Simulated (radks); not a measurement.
# Se³⁰⁺ in [He] 2s2: an all-electron calculation

The task here is to estimate one member of a computed series from the others.

Program: radks (a radial shooting solver on a logarithmic mesh, Libxc functionals) version 1. Level of theory: scalar-relativistic Kohn-Sham, BLYP, spin-polarised, spherical densities, point nucleus. These are calculated values, not measurements, unless marked.

### The atom as given

- element: selenium (Z = 34)
- charge: +30
- electrons: 4
- configuration: [He] 2s2

The outer shells:

Se³⁰⁺
```
[He] core
2s [↑↓]
```

Set-up of the first run:

Input:

```text
Z 34
configuration [He] 2s2 2p0 3s0 3d0
relativity scalar-relativistic
functional b88,lyp
spin polarised
nucleus point
c 137.035999084
```

One of the session's tables, all rows but one given; the rest of the session is left out.

It belongs to the step «Radial structure». From the orbitals of this run (lengths in bohr):

```
level     <r>  outermost maximum (interpolated)  90 % within  nodes
   1s       ?                                 ?            ?      ?
   2s  0.1809                             0.156        0.276      1
   2p  0.1546                             0.123        0.248      0
   3s  0.4238                             0.406        0.611      2
   3d  0.3414                             0.289        0.518      0
```

Estimate the missing values for 1s.

**Answer.** <r>: 0.04382; outermost maximum (interpolated): 0.0287; 90 % within: 0.0783; nodes: 0. In the column «<r>» it is the lowest.
